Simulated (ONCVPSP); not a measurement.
# Zn: the cost of one run

Program: ONCVPSP 4.0.1. Reference atom: LDA (Perdew-Wang 92), scalar-relativistic, spherical and spin-unpolarised. All values are calculated.

## Step 1: The atom and the settings

Typed settings, in words:

- element: zinc (Zn, Z = 30)
- type: optimised norm-conserving Vanderbilt (ONCV)
- frozen core: [Ne]
- valence charge: 20
- reference configuration: 3s2 3p6 3d10 4s2
- partial waves: 3s+4s: rc 1.35 bohr, ncon 3, nbas 6, qcut 11.7 1/bohr, 3 projectors, debl 0.8 Ha; 3p: rc 0.65 bohr, ncon 5, nbas 10, qcut 14.9 1/bohr, 2 projectors, debl 2.6 Ha; 3d: rc 1.50 bohr, ncon 4, nbas 9, qcut 11.9 1/bohr, 2 projectors, debl 2.1 Ha
- local potential: polynomial inside 0.60 bohr (lpopt 5, dvloc0 0 Ha)
- core correction: not asked for

The outer shells as boxes (Hund's rule for the drawing; the calculation is spin-unpolarised):

```
[Ne] core
3s [↑↓]
3p [↑↓][↑↓][↑↓]
3d [↑↓][↑↓][↑↓][↑↓][↑↓]
4s [↑↓]
```

## Step 2: Generating the potential

Zn.dat reads:

```
# ATOM AND REFERENCE CONFIGURATION
# atsym  z   nc   nv     iexc    psfile
  Zn 30.00    3    4  -001012      upf
#
#   n    l    f
    1    0    2.00
    2    0    2.00
    2    1    6.00
    3    0    2.00
    3    1    6.00
    3    2   10.00
    4    0    2.00
#
# PSEUDOPOTENTIAL AND OPTIMIZATION
# lmax
    2
#
#   l,   rc,      ep,       ncon, nbas, qcut
    0    1.35    0.00    3    6   11.70
    1    0.65    0.00    5   10   14.90
    2    1.50    0.00    4    9   11.90
#
# LOCAL POTENTIAL
# lloc, lpopt,  rc(5),   dvloc0
    4    5    0.60    0.00
#
# VANDERBILT-KLEINMAN-BYLANDER PROJECTORs
# l, nproj, debl
    0    3    0.80
    1    2    2.60
    2    2    2.10
#
# MODEL CORE CHARGE
# icmod, fcfact, rcfact
    0    0.00    0.00
#
# LOG DERIVATIVE ANALYSIS
# epsh1, epsh2, depsh
   -6.00    5.00    0.04
#
# OUTPUT GRID
# rlmax, drl
    6.00    0.01
#
# TEST CONFIGURATIONS
# ncnf
    4
# nvcnf
#   n    l    f
    4
    3    0    2.00
    3    1    6.00
    3    2   10.00
    4    0    1.00
#
    4
    3    0    2.00
    3    1    6.00
    3    2   10.00
    4    0    0.00
#
    4
    3    0    2.00
    3    1    6.00
    3    2    9.00
    4    0    0.00
#
    4
    3    0    2.00
    3    1    6.00
    3    2    8.00
    4    0    0.00
#
```

Launch:

```console
$ oncvpsp.x < Zn.dat > Zn.out
```

**Question.** How long does this run take on 1 thread of Intel Xeon 6975P-C, shared host?

About 3.5 s.
